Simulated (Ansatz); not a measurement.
Write a Python script for Ansatz 0.2.0 through its Python package that makes a rigid torsion scan of CH3ClFISi, SMILES C[Si](F)(Cl)I. Settings (for the species named): PBE, def2-SVP basis, multiplicity 1.

```json
{"atom": "C", "x (Å)": "-0.7156", "y (Å)": "-0.3742", "z (Å)": "0.6283"}
{"atom": "Si", "x (Å)": "0.6510", "y (Å)": "0.1173", "z (Å)": "-0.4671"}
{"atom": "F", "x (Å)": "1.9348", "y (Å)": "-0.6375", "z (Å)": "0.0379"}
{"atom": "Cl", "x (Å)": "0.3357", "y (Å)": "-0.4379", "z (Å)": "-2.3972"}
{"atom": "I", "x (Å)": "1.0342", "y (Å)": "2.5281", "z (Å)": "-0.4106"}
{"atom": "H", "x (Å)": "-0.9470", "y (Å)": "-1.3926", "z (Å)": "0.6004"}
{"atom": "H", "x (Å)": "-0.5517", "y (Å)": "-0.0419", "z (Å)": "1.6609"}
{"atom": "H", "x (Å)": "-1.6492", "y (Å)": "0.1817", "z (Å)": "0.2916"}
```

Script `run_torsion.py`:
```python
# -*- coding: utf-8 -*-
"""Energy of CH3ClFISi as one group turns about a bond."""

import ansatz
from ase import Atoms

BASIS = "def2-SVP"
FUNCTIONAL = "PBE"
FMAX = 0.02

atoms = Atoms(["C", "Si", "F", "Cl", "I", "H", "H", "H"], positions=[
    [-0.7156, -0.3742, 0.6283],
    [0.651, 0.1173, -0.4671],
    [1.9348, -0.6375, 0.0379],
    [0.3357, -0.4379, -2.3972],
    [1.0342, 2.5281, -0.4106],
    [-0.947, -1.3926, 0.6004],
    [-0.5517, -0.0419, 1.6609],
    [-1.6492, 0.1817, 0.2916],
])

# start the scan from a relaxed geometry
first = (
    ansatz.Crystal.molecule_from_ase(atoms).calculation()
    .basis(gaussian=BASIS)
    .functional(FUNCTIONAL)
    .relax(force_tolerance=FMAX, max_steps=80)
)
atoms.positions = first.run(threads=1).report["positions_ang"]

start = atoms.get_dihedral(5, 0, 1, 2)
energies = {}
for turn in range(0, 360, 40):
    turned = atoms.copy()
    turned.set_dihedral(5, 0, 1, 2, start + turn, indices=[1, 2, 3, 4])
    base = (
        ansatz.Crystal.molecule_from_ase(turned).calculation()
        .basis(gaussian=BASIS)
        .functional(FUNCTIONAL)
    )
    energies[round((start + turn) % 360)] = base.run(threads=1).report["free_energy_ev"]
floor = min(energies.values())
print("dihedral H5-C0-Si1-F2 (deg)   E - E(min) (kcal/mol)")
for angle, e in sorted(energies.items()):
    print(f"{angle:8d} {23.060548 * (e - floor):14.3f}  " + "#" * int(30 * (e - floor) / max(max(energies.values()) - floor, 1e-9)))
```

```console
$ python run_torsion.py
dihedral H5-C0-Si1-F2 (deg)   E - E(min) (kcal/mol)
      20          1.120  #############################
      60          0.007
     100          1.082  ############################
     140          1.128  ##############################
     180          0.006
     220          1.071  ############################
     260          1.116  #############################
     300          0.000
     340          1.071  ############################
```

What to keep in mind:
- The scan is rigid and the energies are electronic, in a modest basis. With rigid groups the curve can differ much from the relaxed path, the start wasn't checked as a minimum of this torsion, and equivalent turns needn't return to the same energy.
- def2 sets replace the cores of elements past krypton by effective core potentials.
- Run time: 59 s on 1 thread of Arm Neoverse V1, on a shared host, peak memory 0.25 GiB.
